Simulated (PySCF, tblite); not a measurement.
# C2H3BeN: changes of charge, part 2 of 2

tblite 0.8.0 and PySCF 2.14.0. Atoms count from 0.

### Step 15. Single point (C₂H₃BeN): M06-2X/ma-def2-SVP

Geometry: BP86-D3(BJ)/def2-SVP.

Job settings and geometry (Å):

```
{"job": {"kind": "sp", "xc": "M06-2X", "basis": "ma-def2-SVP", "grid": 3}, "charge": 0, "multiplicity": 1}
Be     0.025063     0.117250    -0.483697
C     -0.057050    -0.265438     1.137585
H      0.696879     0.286927     1.743698
H      0.121010    -1.348799     1.326409
H     -1.051067    -0.028695     1.581147
C      0.107518     0.495532    -2.107600
N      0.167912     0.763376    -3.251265
```

Output:

```text
coarse grid: 27984 points
cycle   1  E = -147.3088245790  dE =  1.954e-01  |g| = 3.418e-01  |ddm| = 5.577e+00
cycle   2  E = -147.2774965529  dE =  3.133e-02  |g| = 5.430e-01  |ddm| = 1.410e+00
cycle   3  E = -147.3436370578  dE = -6.614e-02  |g| = 7.646e-02  |ddm| = 5.674e-01
cycle   4  E = -147.3448413523  dE = -1.204e-03  |g| = 3.698e-02  |ddm| = 1.416e-01
cycle   5  E = -147.3451695481  dE = -3.282e-04  |g| = 1.592e-03  |ddm| = 1.147e-01
cycle   6  E = -147.3451708069  dE = -1.259e-06  |g| = 7.716e-04  |ddm| = 8.180e-03
final grid: 85288 points
cycle   7  E = -147.3448303939  dE = -8.682e-07  |g| = 1.709e-03  |ddm| = 1.349e-02
cycle   8  E = -147.3448293055  dE =  1.088e-06  |g| = 2.845e-03  |ddm| = 5.409e-03
cycle   9  E = -147.3448310845  dE = -1.779e-06  |g| = 3.752e-04  |ddm| = 2.793e-03
cycle  10  E = -147.3448311188  dE = -3.438e-08  |g| = 4.263e-05  |ddm| = 4.235e-04
cycle  11  E = -147.3448311193  dE = -4.476e-10  |g| = 1.457e-05  |ddm| = 1.490e-04
converged SCF energy = -147.3448311193
```

Run time: 3.4 s. Hardware: 1 thread of Arm Neoverse V1, shared host; peak memory 0.45 GiB.

### Step 16. Single point (C2H3BeN+ (doublet)): M06-2X/ma-def2-SVP

Geometry: BP86-D3(BJ)/def2-SVP, that of another charge or spin state.

Settings changed since step 15:

```diff
@@ -1,2 +1,2 @@
-{"job": {"kind": "sp", "xc": "M06-2X", "basis": "ma-def2-SVP", "grid": 3}, "charge": 0, "multiplicity": 1}
+{"job": {"kind": "sp", "xc": "M06-2X", "basis": "ma-def2-SVP", "grid": 3}, "charge": 1, "multiplicity": 2}
 Be     0.025063     0.117250    -0.483697
```

Output:

```text
final grid: 85288 points
cycle   1  E = -146.8964608429  dE = -1.971e-09  |g| = 1.190e-05  |ddm| = 1.013e-04
converged SCF energy = -146.8964608429
```

It took 43 s on 1 thread of Arm Neoverse V1, shared host; peak memory 0.46 GiB.

### Step 17. Single point (C₂H₃BeN): M06-2X/ma-def2-SVP

Geometry: BP86-D3(BJ)/def2-SVP, that of another charge or spin state.

Job settings and geometry (Å):

```
{"job": {"kind": "sp", "xc": "M06-2X", "basis": "ma-def2-SVP", "grid": 3}, "charge": 0, "multiplicity": 1}
Be     0.028404     0.093683    -0.497496
C     -0.067202    -0.314289     1.277652
H      0.756259     0.336305     1.650456
H      0.133026    -1.407390     1.186930
H     -1.112741     0.006217     1.485963
C      0.076416     0.528970    -2.089254
N      0.125582     0.803307    -3.230951
```

Output:

```text
coarse grid: 27984 points
cycle   1  E = -147.2916240393  dE =  1.546e-01  |g| = 3.245e-01  |ddm| = 5.183e+00
cycle   2  E = -147.2590578300  dE =  3.257e-02  |g| = 5.380e-01  |ddm| = 1.413e+00
cycle   3  E = -147.3251969017  dE = -6.614e-02  |g| = 6.271e-02  |ddm| = 5.566e-01
cycle   4  E = -147.3259462940  dE = -7.494e-04  |g| = 3.826e-02  |ddm| = 1.613e-01
cycle   5  E = -147.3263058566  dE = -3.596e-04  |g| = 1.747e-03  |ddm| = 9.333e-02
cycle   6  E = -147.3263074005  dE = -1.544e-06  |g| = 8.270e-04  |ddm| = 9.798e-03
final grid: 85288 points
cycle   7  E = -147.3260128887  dE = -1.129e-06  |g| = 1.721e-03  |ddm| = 2.306e-02
cycle   8  E = -147.3260117747  dE =  1.114e-06  |g| = 2.874e-03  |ddm| = 4.531e-03
cycle   9  E = -147.3260136199  dE = -1.845e-06  |g| = 3.808e-04  |ddm| = 2.745e-03
cycle  10  E = -147.3260136555  dE = -3.555e-08  |g| = 5.213e-05  |ddm| = 4.716e-04
cycle  11  E = -147.3260136562  dE = -7.661e-10  |g| = 1.964e-05  |ddm| = 2.819e-04
converged SCF energy = -147.3260136562
```

Wall time 3.5 s (1 thread of Arm Neoverse V1, shared host); peak memory 0.44 GiB.

### Step 18. Single point (C2H3BeN+ (doublet)): M06-2X/ma-def2-SVP

Geometry: BP86-D3(BJ)/def2-SVP.

Settings changed since step 17:

```diff
@@ -1,2 +1,2 @@
-{"job": {"kind": "sp", "xc": "M06-2X", "basis": "ma-def2-SVP", "grid": 3}, "charge": 0, "multiplicity": 1}
+{"job": {"kind": "sp", "xc": "M06-2X", "basis": "ma-def2-SVP", "grid": 3}, "charge": 1, "multiplicity": 2}
 Be     0.028404     0.093683    -0.497496
```

Output:

```text
final grid: 85288 points
cycle   1  E = -146.8852317172  dE = -1.105e-02  |g| = 2.780e-01  |ddm| = 2.692e+00
cycle   2  E = -146.8517854824  dE =  3.345e-02  |g| = 4.043e-01  |ddm| = 9.530e-01
cycle   3  E = -146.9243552074  dE = -7.257e-02  |g| = 9.609e-02  |ddm| = 5.034e-01
cycle   4  E = -146.9286890556  dE = -4.334e-03  |g| = 1.371e-02  |ddm| = 1.252e-01
cycle   5  E = -146.9289287878  dE = -2.397e-04  |g| = 3.867e-03  |ddm| = 1.167e-01
cycle   6  E = -146.9289689953  dE = -4.021e-05  |g| = 9.566e-04  |ddm| = 3.637e-02
cycle   7  E = -146.9289733392  dE = -4.344e-06  |g| = 4.013e-04  |ddm| = 9.874e-03
cycle   8  E = -146.9289739459  dE = -6.066e-07  |g| = 1.825e-04  |ddm| = 3.285e-03
cycle   9  E = -146.9289740697  dE = -1.238e-07  |g| = 9.978e-05  |ddm| = 1.504e-03
cycle  10  E = -146.9289741061  dE = -3.646e-08  |g| = 5.425e-05  |ddm| = 5.021e-04
cycle  11  E = -146.9289741218  dE = -1.573e-08  |g| = 2.052e-05  |ddm| = 3.335e-04
cycle  12  E = -146.9289741240  dE = -2.164e-09  |g| = 5.726e-06  |ddm| = 1.504e-04
converged SCF energy = -146.9289741240
```

Wall time 9.4 s (1 thread of Arm Neoverse V1, shared host); peak memory 0.45 GiB.

### Step 19. Single point (C2H3BeN): M06-2X/ma-def2-SVP in water

Geometry: BP86-D3(BJ)/def2-SVP.

Job settings and geometry (Å):

```
{"job": {"kind": "sp", "xc": "M06-2X", "basis": "ma-def2-SVP", "grid": 3, "solvent": "water"}, "charge": 0, "multiplicity": 1}
Be     0.025063     0.117250    -0.483697
C     -0.057050    -0.265438     1.137585
H      0.696879     0.286927     1.743698
H      0.121010    -1.348799     1.326409
H     -1.051067    -0.028695     1.581147
C      0.107518     0.495532    -2.107600
N      0.167912     0.763376    -3.251265
```

Output:

```text
final grid: 85288 points
cycle   1  E = -147.3578630296  dE = -1.124e-03  |g| = 8.733e-02  |ddm| = 5.235e-01
cycle   2  E = -147.3548651946  dE =  2.998e-03  |g| = 1.455e-01  |ddm| = 4.934e-01
cycle   3  E = -147.3595287274  dE = -4.664e-03  |g| = 4.561e-03  |ddm| = 1.322e-01
cycle   4  E = -147.3595348145  dE = -6.087e-06  |g| = 1.347e-03  |ddm| = 2.241e-02
cycle   5  E = -147.3595353886  dE = -5.741e-07  |g| = 2.468e-04  |ddm| = 1.565e-02
cycle   6  E = -147.3595354067  dE = -1.811e-08  |g| = 3.998e-05  |ddm| = 1.186e-03
cycle   7  E = -147.3595354072  dE = -4.606e-10  |g| = 1.702e-05  |ddm| = 2.012e-04
converged SCF energy = -147.3595354072
```

It took 3.2 s on 1 thread of Arm Neoverse V1, shared host; peak memory 0.49 GiB.

### Step 20. Single point (C2H3BeN+ (doublet)): M06-2X/ma-def2-SVP in water

Geometry: BP86-D3(BJ)/def2-SVP.

Job settings and geometry (Å):

```
{"job": {"kind": "sp", "xc": "M06-2X", "basis": "ma-def2-SVP", "grid": 3, "solvent": "water"}, "charge": 1, "multiplicity": 2}
Be     0.028404     0.093683    -0.497496
C     -0.067202    -0.314289     1.277652
H      0.756259     0.336305     1.650456
H      0.133026    -1.407390     1.186930
H     -1.112741     0.006217     1.485963
C      0.076416     0.528970    -2.089254
N      0.125582     0.803307    -3.230951
```

Output:

```text
final grid: 85288 points
cycle   1  E = -147.0689437566  dE = -5.188e-03  |g| = 1.139e-01  |ddm| = 1.152e+00
cycle   2  E = -147.0588802987  dE =  1.006e-02  |g| = 1.885e-01  |ddm| = 9.015e-01
cycle   3  E = -147.0746839533  dE = -1.580e-02  |g| = 8.220e-03  |ddm| = 1.756e-01
cycle   4  E = -147.0747248015  dE = -4.085e-05  |g| = 2.747e-03  |ddm| = 4.441e-02
cycle   5  E = -147.0747309711  dE = -6.170e-06  |g| = 3.411e-04  |ddm| = 3.508e-02
cycle   6  E = -147.0747311625  dE = -1.914e-07  |g| = 1.252e-04  |ddm| = 2.936e-03
cycle   7  E = -147.0747312064  dE = -4.390e-08  |g| = 6.519e-05  |ddm| = 2.119e-03
cycle   8  E = -147.0747312186  dE = -1.225e-08  |g| = 3.822e-05  |ddm| = 3.867e-04
cycle   9  E = -147.0747312244  dE = -5.717e-09  |g| = 1.493e-05  |ddm| = 1.871e-04
converged SCF energy = -147.0747312244
```

Run time: 7.4 s. Hardware: 1 thread of Arm Neoverse V1, shared host; peak memory 0.49 GiB.

### Step 21. Changes of charge: M06-2X/ma-def2-SVP

This step combines the energies above: geometries from BP86-D3(BJ)/def2-SVP, zero-point and thermal terms from GFN2-xTB.

Job settings and geometry (Å):

```
{"job": {"kind": "rx", "dirs": [1], "deep": 3, "geom": {"xc": "BP86", "basis": "def2-SVP", "d3": "d3bj", "grid": 1}, "level": {"xc": "M06-2X", "basis": "ma-def2-SVP", "grid": 3, "solvents": ["water"]}}, "charge": 0, "multiplicity": 1}
Be     0.025063     0.117250    -0.483697
C     -0.057050    -0.265438     1.137585
H      0.696879     0.286927     1.743698
H      0.121010    -1.348799     1.326409
H     -1.051067    -0.028695     1.581147
C      0.107518     0.495532    -2.107600
N      0.167912     0.763376    -3.251265
```

Output (the driver's rows laid out field by field):

```text
ionisation and electron attachment, M06-2X/ma-def2-SVP // BP86-D3(BJ)/def2-SVP

row 1
  change                  oxidation
  charge                  1
  multiplicity            2
  vertical_ev             12.2008
  vertical_s2             0.753
  formula                 C2H3BeN
  kept                    yes
  pieces                  1
  adiabatic_electronic_ev 11.316
  adiabatic_ev            11.2406
  free_energy_ev          11.1855
  s2                      0.753
  bonds_moved             0 1 1.668 1.824; 0 5 1.669 1.651
  spin_on                 1 C 0.933; 0 Be 0.081
  charge_moved            1 C 0.54; 6 N 0.138; 0 Be 0.109; 4 H 0.093
  vertical_back_ev        10.804
  relaxation_parent_ev    0.512
  relaxation_ion_ev       0.8847
  reorganisation_ev       1.3967
  solution                solvent water, absolute_potential_v 7.6193, solvation_parent_kj -38.61, solvation_ion_kj -382.69
```

Wall time 70 s (1 thread of Arm Neoverse V1, shared host); peak memory 0.49 GiB.

Energy taken up on oxidation, or given off on reduction (eV; adiabatic with zero-point energy):

```
                    change  product  vertical  adiabatic  free energy  reorganisation  ⟨S²⟩
oxidation (multiplicity 2)  C2H3BeN     12.20      11.24        11.19            1.40  0.75
```

On oxidation to multiplicity 2 charge changes most on C1 (+0.54 e), N6 (+0.14 e), Be0 (+0.11 e); the spin sits on C1 (0.93), Be0 (0.08); the bond Be0–C1 goes from 1.668 to 1.824 Å; the absolute potential is 7.62 V in water.

### Step 22. What came out

This closing draws on all 2 parts.

| quantity | value |
| --- | --- |
| strongest single infrared mode (GFN2-xTB) | 517 cm⁻¹, 349 km/mol |
| zero-point energy (GFN2-xTB) | 26.8 kcal/mol |
| point group | C3v |
| rotational constants (main isotopes) | 157.62, 2.93, 2.93 GHz |
| ionisation energy (PBE0-D3(BJ)/ma-def2-SVP) | vertical 11.89 eV, adiabatic 11.13 eV |
| ionisation energy (M06-2X/ma-def2-SVP) | vertical 12.20 eV, adiabatic 11.24 eV |

What this shows: No mode is imaginary among the 15: a minimum at this level. GFN2-xTB is a fitted tight-binding method: band positions and strengths are rough. Its intensities can rank the bands wrongly. Over 7 steps the energy fell by 0.097 eV; of the close pairs, Be0–C1 changed most, 1.714 to 1.668 Å (BP86/def2-SVP). At PBE0-D3(BJ)/ma-def2-SVP, relaxation with the zero-point term after oxidation moves the energy taken up from 11.89 eV (vertical) to 11.13 eV (adiabatic, with zero-point energy).
